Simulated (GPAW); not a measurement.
# CoW3 (Pm-3m) in GPAW: a series of runs

Aim: see how the results for CoW3 move with the level of theory and the settings. Levels: PBEsol, LDA. Tasks: band structure.

Everything below comes from runs of GPAW 26.7.0. Logs are shortened: lines on timing, memory, paths and dates and some standing lists are left out, and cuts for length are marked. The log counts tension as positive stress, the text compression.

### Step 1. Starting point

The structure is cubic, space group Pm-3m (No. 221). The conventional cell has a = 3.907 Å, b = 3.907 Å, c = 3.907 Å, α = 90.00°, β = 90.00°, γ = 90.00°. W (site symmetry 4/mmm) is surrounded by 8 W at 2.76 Å and 4 Co at 2.76 Å. Around Co (site symmetry m-3m) lie 12 W at 2.76 Å.

The cell comes from a database or a generator and needn't be the stable form of this composition.

### Step 2. Band structure, PBEsol, collinear spin, ferromagnetic start

File run.py:

```python
from ase import Atoms
from ase.dft.bandgap import bandgap
from ase.io import write
from ase.units import GPa
from gpaw import GPAW, PW, setup_paths

setup_paths.insert(0, '.')

atoms = Atoms(['W', 'W', 'W', 'Co'],
              cell=[[3.907351, 0.0, 0.0],
                    [0.0, 3.907351, 0.0],
                    [0.0, 0.0, 3.907351]],
              scaled_positions=[[0.5, 0.5, 0.0],
                                [0.5, 0.0, 0.5],
                                [0.0, 0.5, 0.5],
                                [0.0, 0.0, 0.0]],
              pbc=True)
atoms.set_initial_magnetic_moments([0.0, 0.0, 0.0, 2.0])

calc = GPAW(mode=PW(600),
            xc='PBEsol',
            kpts={'size': (6, 6, 6), 'gamma': True},
            occupations={'name': 'fermi-dirac', 'width': 0.05},
            nbands=46,
            convergence={'density': 1e-05, 'energy': 1e-05},
            maxiter=150,
            txt='gpaw.txt')
atoms.calc = calc
energy = atoms.get_potential_energy()
forces = atoms.get_forces()
stress = atoms.get_stress()
calc.write('gs.gpw')
write('result.traj', atoms)
print(f'Energy: {energy:.6f} eV')
print('Forces (eV/A):')
print(forces.round(4))
print('Stress (GPa):', (stress / GPa).round(3))
print('Moments:', calc.get_magnetic_moments().round(3))
print('Fermi level:', round(calc.get_fermi_level(), 4), 'eV')
print(f'Gap: {bandgap(calc)[0]:.4f} eV, direct: {bandgap(calc, direct=True)[0]:.4f} eV')

path = atoms.cell.bandpath('GXMGRX,MR', npoints=60, eps=1e-4)
bs_calc = calc.fixed_density(kpts=path, symmetry='off', nbands=64,
                             convergence={'bands': 'CBM+6.0', 'eigenstates': 1e-6}, txt='bands.txt')
bs = bs_calc.band_structure()
bs.write('bs.json')
print(f'Gap on the path: {bandgap(bs_calc)[0]:.4f} eV')
```

Potentials or basis: PAW data sets generated in the run's folder for this functional, pw.

On the command line:

```
$ gpaw-setup -f PBEsol Co W
$ OMP_NUM_THREADS=1 python run.py
```

gpaw.txt:

```text
__  _  _
 | _ |_)|_||  |
 |__||  | ||/\| - 26.7.0

Input parameters:
  mode=PW(ecut=600.0),
  convergence={'density': 1e-05, 'energy': 1e-05},
  kpts=MonkhorstPack(size=(6, 6, 6), gamma=True),
  maxiter=150,
  nbands=46,
  occupations=Occupations(name='fermi-dirac', width=0.05),
  xc=XC(name='PBEsol')

Diagonalizing LCAO Hamiltonian
Converting LCAO to pw mode
   .---------.
  /|         |
 * |         |
 | |         |
 |W|         |
 | .--W------.
 |/    W    /
 Co--------*

Atoms  # Å, Bohr magnetons
|   | symbol |        x |        y |        z |    initial magnetic moments |
|---|--------|----------|----------|----------|-----------------------------|
| 0 |      W | 1.953675 | 1.953675 | 0.000000 | ( 0.0000,  0.0000,  0.0000) |
| 1 |      W | 1.953675 | 0.000000 | 1.953675 | ( 0.0000,  0.0000,  0.0000) |
| 2 |      W | 0.000000 | 1.953675 | 1.953675 | ( 0.0000,  0.0000,  0.0000) |
| 3 |     Co | 0.000000 | 0.000000 | 0.000000 | ( 0.0000,  0.0000,  2.0000) |

Unit cell  # Å
| periodic |        x |        y |        z |  lengths |    angles |
|----------|----------|----------|----------|----------|-----------|
|      yes | 3.907351 | 0.000000 | 0.000000 | 3.907351 | 90.000000 |
|      yes | 0.000000 | 3.907351 | 0.000000 | 3.907351 | 90.000000 |
|      yes | 0.000000 | 0.000000 | 3.907351 | 3.907351 | 90.000000 |

Number of symmetries: 48
Symmetry operations  # r_c * U_cc + t_c -> r_c
|    | kind |            matrix            |
|----|------|------------------------------|
|  0 |  E   |  1, 0, 0,  0, 1, 0,  0, 0, 1 |
|  1 |  σ   |  1, 0, 0,  0, 1, 0,  0, 0,-1 |
|  2 |  σ   |  1, 0, 0,  0, 0, 1,  0, 1, 0 |
|  3 |  C4  |  1, 0, 0,  0, 0, 1,  0,-1, 0 |
|  4 |  C4  |  1, 0, 0,  0, 0,-1,  0, 1, 0 |
|  5 |  σ   |  1, 0, 0,  0, 0,-1,  0,-1, 0 |
|  6 |  σ   |  1, 0, 0,  0,-1, 0,  0, 0, 1 |
|  7 |  C2  |  1, 0, 0,  0,-1, 0,  0, 0,-1 |
|  8 |  σ   |  0, 1, 0,  1, 0, 0,  0, 0, 1 |
|  9 |  C2  |  0, 1, 0,  1, 0, 0,  0, 0,-1 |
| 10 |  C3  |  0, 1, 0,  0, 0, 1,  1, 0, 0 |
| 11 |  S6  |  0, 1, 0,  0, 0, 1, -1, 0, 0 |
| 12 |  S6  |  0, 1, 0,  0, 0,-1,  1, 0, 0 |
| 13 |  C3  |  0, 1, 0,  0, 0,-1, -1, 0, 0 |
| 14 |  C4  |  0, 1, 0, -1, 0, 0,  0, 0, 1 |
| 15 |  S4  |  0, 1, 0, -1, 0, 0,  0, 0,-1 |
| 16 |  C3  |  0, 0, 1,  1, 0, 0,  0, 1, 0 |
| 17 |  S6  |  0, 0, 1,  1, 0, 0,  0,-1, 0 |
| 18 |  σ   |  0, 0, 1,  0, 1, 0,  1, 0, 0 |
| 19 |  C4  |  0, 0, 1,  0, 1, 0, -1, 0, 0 |
| 20 |  C2  |  0, 0, 1,  0,-1, 0,  1, 0, 0 |
| 21 |  S4  |  0, 0, 1,  0,-1, 0, -1, 0, 0 |
| 22 |  S6  |  0, 0, 1, -1, 0, 0,  0, 1, 0 |
| 23 |  C3  |  0, 0, 1, -1, 0, 0,  0,-1, 0 |
| 24 |  S6  |  0, 0,-1,  1, 0, 0,  0, 1, 0 |
| 25 |  C3  |  0, 0,-1,  1, 0, 0,  0,-1, 0 |
| 26 |  C4  |  0, 0,-1,  0, 1, 0,  1, 0, 0 |
| 27 |  σ   |  0, 0,-1,  0, 1, 0, -1, 0, 0 |
| 28 |  S4  |  0, 0,-1,  0,-1, 0,  1, 0, 0 |
| 29 |  C2  |  0, 0,-1,  0,-1, 0, -1, 0, 0 |
| 30 |  C3  |  0, 0,-1, -1, 0, 0,  0, 1, 0 |
| 31 |  S6  |  0, 0,-1, -1, 0, 0,  0,-1, 0 |
| 32 |  C4  |  0,-1, 0,  1, 0, 0,  0, 0, 1 |
| 33 |  S4  |  0,-1, 0,  1, 0, 0,  0, 0,-1 |
| 34 |  S6  |  0,-1, 0,  0, 0, 1,  1, 0, 0 |
| 35 |  C3  |  0,-1, 0,  0, 0, 1, -1, 0, 0 |
| 36 |  C3  |  0,-1, 0,  0, 0,-1,  1, 0, 0 |
| 37 |  S6  |  0,-1, 0,  0, 0,-1, -1, 0, 0 |
| 38 |  σ   |  0,-1, 0, -1, 0, 0,  0, 0, 1 |
| 39 |  C2  |  0,-1, 0, -1, 0, 0,  0, 0,-1 |
| 40 |  σ   | -1, 0, 0,  0, 1, 0,  0, 0, 1 |
| 41 |  C2  | -1, 0, 0,  0, 1, 0,  0, 0,-1 |
| 42 |  C2  | -1, 0, 0,  0, 0, 1,  0, 1, 0 |
| 43 |  S4  | -1, 0, 0,  0, 0, 1,  0,-1, 0 |
| 44 |  S4  | -1, 0, 0,  0, 0,-1,  0, 1, 0 |
| 45 |  C2  | -1, 0, 0,  0, 0,-1,  0,-1, 0 |
| 46 |  C2  | -1, 0, 0,  0,-1, 0,  0, 0, 1 |
| 47 |  i   | -1, 0, 0,  0,-1, 0,  0, 0,-1 |

BZ-sampling:
  Number of BZ points: 216
  Number of IBZ points: 20

  Monkhorst-Pack size: [6, 6, 6]
  Monkhorst-Pack shift: [0.08333333333333333, 0.08333333333333333, 0.08333333333333333]

K-points  # in reciprocal-cell coordinates
|     |                                coordinates |     weight |
|-----|--------------------------------------------|------------|
|   0 | (  0.00000000,   0.00000000,   0.00000000) | 0.00462963 |
|   1 | (  0.16666667,   0.00000000,   0.00000000) | 0.02777778 |
|   2 | (  0.16666667,   0.16666667,   0.00000000) | 0.05555556 |
|   3 | (  0.16666667,   0.16666667,   0.16666667) | 0.03703704 |
|   4 | (  0.33333333,   0.00000000,   0.00000000) | 0.02777778 |
|   5 | (  0.33333333,   0.16666667,   0.00000000) | 0.11111111 |
|   6 | (  0.33333333,   0.16666667,   0.16666667) | 0.11111111 |
|   7 | (  0.33333333,   0.33333333,   0.00000000) | 0.05555556 |
|   8 | (  0.33333333,   0.33333333,   0.16666667) | 0.11111111 |
|   9 | (  0.33333333,   0.33333333,   0.33333333) | 0.03703704 |
| ... |                                            |            |
|  19 | (  0.50000000,   0.50000000,   0.50000000) | 0.00462963 |

Plane wave coefficients: 2011
Cutoff: 600.0 eV

Spin-components: 2 (collinear spins)
Bands:           46
Projectors:      24
Spin-degeneracy: 1
Datatype:        complex128

Parallelization:
  kpt:    1
  domain: 1
  band:   1

Density:
  Valence electrons: 51.0
  Components: 2
  Grid points: [24 24 24]
  Charge: 0.0  # |e|

Potential:
  Grid points: [24 24 24]

species:
  W:
    name:    Tungsten
    Z:       74.0
    valence: 14
    core:    60
    charge:  0.0  # [|e|]
    compensation charges:
      type: gauss
      rc: 0.40  # [Å]
      lmax: 2
    cutoffs:
      filter: 2.36  # [Å]
      core: 3.02  # [Å]
    projectors
    | kind |    occ | energy [eV] | rcut [Å] |
    |------|--------|-------------|----------|
    |   5s |  2.000 |     -78.864 |    1.344 |
    |   6s |  2.000 |      -5.730 |    1.344 |
    |   5p |  6.000 |     -43.252 |    1.355 |
    |   6p |  0.000 |      -1.338 |    1.355 |
    |   5d |  4.000 |      -4.526 |    1.228 |
    |    d |        |      22.686 |    1.228 |

    Using partial waves for W as LCAO basis

  Co:
    name:    Cobalt
    Z:       27.0
    valence: 9
    core:    18
    charge:  0.0  # [|e|]
    compensation charges:
      type: gauss
      rc: 0.32  # [Å]
      lmax: 2
    cutoffs:
      filter: 1.87  # [Å]
      core: 2.55  # [Å]
    projectors
    | kind |    occ | energy [eV] | rcut [Å] |
    |------|--------|-------------|----------|
    |   4s |  2.000 |      -5.488 |    1.005 |
    |   4p |  0.000 |      -1.248 |    1.058 |
    |   3d |  7.000 |      -8.230 |    1.005 |
    |    s |        |      21.723 |    1.005 |
    |    p |        |      25.963 |    1.058 |
    |    d |        |      18.981 |    1.005 |

    Using partial waves for Co as LCAO basis

Reference energy: -1353797.174013  # eV

eigensolver:
  PPCG
  Converge bands: occupied
  niter=2

density mixing:
  MSR1-Mixer
  Pratt-step length: 0.05
  Maximum mixing coefficient: 0.75
  Old densities: 10
  SVD Regularization: 0.005
  Good broyden scale: 1.0
  Trust region scale: 1.0
  Backstep threshold: 4.0
  History deletion threshold: 6.0
  Fourier metric: weight=20.0, sigma=0.015

occupation numbers:
  Fermi-Dirac:
    width: 0.0500  # eV

poisson solver:
  ecut: 4800.0  # eV

xc functional:
  name: PBEsol with 2 nearest neighbor stencil

convergence criteria:
- Maximum integral of absolute [dens]ity change: 1e-05 electrons / valence electron
- Maximum [total energy] change in last 3 cyles: 1e-05 eV / valence electron
- Maximum integral of absolute [eigenst]ate change: 4e-08 eV^2 / valence electron
maximum number of iterations: 150

SCF iterations
|iter     | |      energy | eigst |  dens |  magmom |
|---------|-|-------------|-------|-------|---------|
|iter:   1| |  -46.190861 | +0.14 |       |  +2.0024|
|iter:   2| |  -45.710209 | -2.09 | -1.00 |  +1.9439|
|iter:   3| |  -45.480273 | -2.98 | -1.15 |  +1.8766|
|iter:   4| |  -45.112802 | -2.23 | -1.22 |  +1.6842|
|iter:   5| |  -45.080654 | -2.41 | -1.47 |  +1.4744|
|iter:   6| |  -45.116763 | -3.46 | -1.75 |  +1.2491|
|iter:   7| |  -45.144558 | -3.69 | -2.08 |  +0.9568|
|iter:   8| |  -45.157436 | -3.73 | -2.14 |  +0.7280|
|iter:   9| |  -45.164779 | -3.75 | -2.33 |  +0.4887|
|iter:  10| |  -45.166143 | -4.48 | -2.43 |  +0.4728|
|iter:  11| |  -45.167022 | -4.62 | -2.94 |  +0.3936|
|iter:  12| |  -45.167093 | -5.50 | -3.16 |  +0.3655|
|iter:  13| |  -45.167092c| -6.11 | -3.63 |  +0.3507|
|iter:  14| |  -45.167053c| -6.23 | -3.90 |  +0.3335|
|iter:  15| |  -45.167039c| -7.32 | -4.26 |  +0.3278|
|iter:  16| |  -45.167037c| -7.77c| -4.85 |  +0.3263|
|iter:  17| |  -45.167037c| -8.33c| -5.56c|  +0.3266|

Converged in 17 steps
Energy contributions relative to reference atoms: (reference = -1353797.174013)

Energy contributions:
  Kinetic:           8.071120
  Coulomb:         -13.216196
  Zero:             -0.144979
  External:          0.000000
  Xc:              -39.857765
  Entropy:          -0.038435
  Spinorbit:         0.000000
  ----------------------------
  Free energy:     -45.186255
  Extrapolated:    -45.167037

dipole moment: (-25.211223, -25.211223, -25.211223)  # |e|*Ang

Total magnetic moment: (0.000000, 0.000000, 0.326575)

Local magnetic moments
|        x |        y |        z |
|----------|----------|----------|
| 0.000000 | 0.000000 | 0.005871 |  # W    0
| 0.000000 | 0.000000 | 0.005871 |  # W    1
| 0.000000 | 0.000000 | 0.005871 |  # W    2
| 0.000000 | 0.000000 | 0.299359 |  # Co   3

Fermi level: 12.872
Eigenvalues  # (at kpt = [0.000, 0.000, 0.000])
| band index |      eig [eV] | occ [0-1] |      eig [eV] | occ [0-1] |
|------------|---------------|-----------|---------------|-----------|
|          0 |       -60.566 |     1.000 |       -60.562 |     1.000 |
|        ... |               |           |               |           |
|         14 |         8.016 |     1.000 |         8.094 |     1.000 |
|         15 |         8.016 |     1.000 |         8.094 |     1.000 |
|         16 |         8.559 |     1.000 |         8.592 |     1.000 |
|         17 |         8.559 |     1.000 |         8.592 |     1.000 |
|         18 |         8.559 |     1.000 |         8.592 |     1.000 |
|         19 |        11.760 |     1.000 |        11.898 |     1.000 |
[... 8 lines left out ...]
|         28 |        15.859 |     0.000 |        15.871 |     0.000 |
|         29 |        15.859 |     0.000 |        15.871 |     0.000 |
|        ... |               |           |               |           |
|         45 |        33.054 |     0.000 |        33.066 |     0.000 |

No gap
No difference between direct/indirect transitions

Forces  # eV/Ang
|       x |        y |       z |
|---------|----------|---------|
| 0.00000 |  0.00000 | 0.00000 |  # W    0
| 0.00000 |  0.00000 | 0.00000 |  # W    1
| 0.00000 | -0.00000 | 0.00000 |  # W    2
| 0.00000 |  0.00000 | 0.00000 |  # Co   3

Stress tensor  # eV/Ang^3
|        x |        y |        z |
|----------|----------|----------|
| 0.066591 | 0.000000 | 0.000000 |
| 0.000000 | 0.066591 | 0.000000 |
| 0.000000 | 0.000000 | 0.066591 |

# Writing to gs.gpw (mode='')
```

Run time: 5 min. Hardware: 1 thread of Arm Neoverse V1, shared host; peak memory 0.55 GiB.

Results:

```
Free energy             : -45.1863 eV
Pressure                : -10.7 GPa
Band gap along the path : none (metal or under the smearing width)
Net moment              : 0.33 μB per cell
Site moments            : W +0.01; Co +0.30 μB
```

Levels at the corners of the path, in eV from the Fermi level:
Spin up:
| point | band 21 | band 22 | band 23 | band 24 | band 25 | band 26 | band 27 | band 28 | band 29 | band 30 |
| --- | --- | --- | --- | --- | --- | --- | --- | --- | --- | --- |
| Γ | -1.11 | -1.11 | 0.24 | 0.24 | 2.84 | 2.84 | 2.84 | 2.99 | 2.99 | 2.99 |
| X | -1.96 | -1.96 | -1.18 | 0.06 | 0.21 | 0.21 | 0.65 | 0.85 | 1.83 | 1.83 |
| M | -2.02 | -1.98 | -1.98 | -1.92 | -1.12 | 0.53 | 0.53 | 1.00 | 1.00 | 1.08 |
| Γ | -1.11 | -1.11 | 0.24 | 0.24 | 2.84 | 2.84 | 2.84 | 2.99 | 2.99 | 2.99 |
| R | -1.31 | -0.80 | -0.80 | -0.80 | 0.43 | 0.43 | 0.43 | 1.12 | 2.41 | 2.41 |
| X | -1.96 | -1.96 | -1.18 | 0.06 | 0.21 | 0.21 | 0.65 | 0.85 | 1.83 | 1.83 |
| M | -2.02 | -1.98 | -1.98 | -1.92 | -1.12 | 0.53 | 0.53 | 1.00 | 1.00 | 1.08 |
| R | -1.31 | -0.80 | -0.80 | -0.80 | 0.43 | 0.43 | 0.43 | 1.12 | 2.41 | 2.41 |
Spin down:
```csv
point,band 22,band 23,band 24,band 25,band 26,band 27,band 28,band 29
Γ,-0.97,0.55,0.55,2.91,2.91,2.91,3.00,3.00
X,-1.83,-0.85,0.07,0.30,0.30,0.68,1.09,1.83
M,-1.88,-1.88,-1.62,-0.74,0.63,0.63,1.01,1.01
Γ,-0.97,0.55,0.55,2.91,2.91,2.91,3.00,3.00
R,-0.78,-0.78,-0.78,0.45,0.45,0.45,1.12,2.50
X,-1.83,-0.85,0.07,0.30,0.30,0.68,1.09,1.83
M,-1.88,-1.88,-1.62,-0.74,0.63,0.63,1.01,1.01
R,-0.78,-0.78,-0.78,0.45,0.45,0.45,1.12,2.50
```

Caveat: spin-orbit coupling is left out, which moves the levels of the heavy elements.

[end of part 1 of 2]
